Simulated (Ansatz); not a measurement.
# CsBa4Cu: the cost of one run

Computed with Ansatz 0.2.0 (DFT PBE, scalar-relativistic, plane waves, PAW, unless a step's input says otherwise).

## 1. Starting point

The structure is tetragonal, space group P4/mmm (No. 123). Conventional cell: a = 4.816 Å, b = 4.816 Å, c = 8.301 Å, α = 90.00°, β = 90.00°, γ = 90.00°. Cs (site symmetry 4/mmm) has 8 Ba at 3.88 Å in its first shell of neighbours. Ba (site symmetry mmm) is surrounded by 2 Cu at 2.41 Å. Around Ba (site symmetry 4mm) lie 1 Cu at 2.30 Å. Around Cu (site symmetry 4/mmm) lie 6 Ba at 2.30 to 2.41 Å.

Structure file:

```xyz
6
Lattice="4.8159 0.0000 0.0000 0.0000 4.8159 0.0000 0.0000 0.0000 8.3009" Properties=species:S:1:pos:R:3 pbc="T T T"
Cs    2.4080    2.4080    4.1505
Ba    2.4080    0.0000    0.0000
Ba    0.0000    2.4080    0.0000
Ba    0.0000    0.0000    2.2994
Ba    0.0000    0.0000    6.0016
Cu    0.0000    0.0000    0.0000
```

This is candidate A: RbAlF4 type (P4/mmm, No. 123).

(A quick probe on a coarse mesh, which set the mesh and smearing, is not shown.)

## 3. Coarse relaxation (candidate A)

The input, input.yaml:

```yaml
crystal:
  lattice:
    - [4.815923696, 0.0, 0.0]
    - [0.0, 4.815923696, 0.0]
    - [0.0, 0.0, 8.3009064722]
  atoms:
    - { symbol: Cs, position: [0.5, 0.5, 0.5] }
    - { symbol: Ba, position: [0.5, 0.0, 0.0] }
    - { symbol: Ba, position: [0.0, 0.5, 0.0] }
    - { symbol: Ba, position: [0.0, 0.0, 0.277] }
    - { symbol: Ba, position: [0.0, 0.0, 0.723] }
    - { symbol: Cu, position: [0.0, 0.0, 0.0] }
basis:
  ecutwfc: 420
kpoints:
  mp_grid: { grid: [4, 4, 2] }
hamiltonian:
  xc: pbe
scf:
  occupations: { method: gaussian, width: 0.1 }
  lower_state_search: "off"
output:
  forces: true
  stress: true
  eigenvalues: true
relax:
  adjacent_minimum: "off"
  f_tol: 0.04
  max_steps: 70
  cell: { stress_tol: 0.4 }
```

The run is started by

```sh
> ansatz run input.yaml --threads 1 --pin off --max-ram 2560MiB --backend cpu --events-out ev --progress --plain --runs-dir out
```

What time and memory should one allow on 1 thread of Arm Neoverse V2, shared host?

About 2.6 min, with a peak of 0.66 GiB.
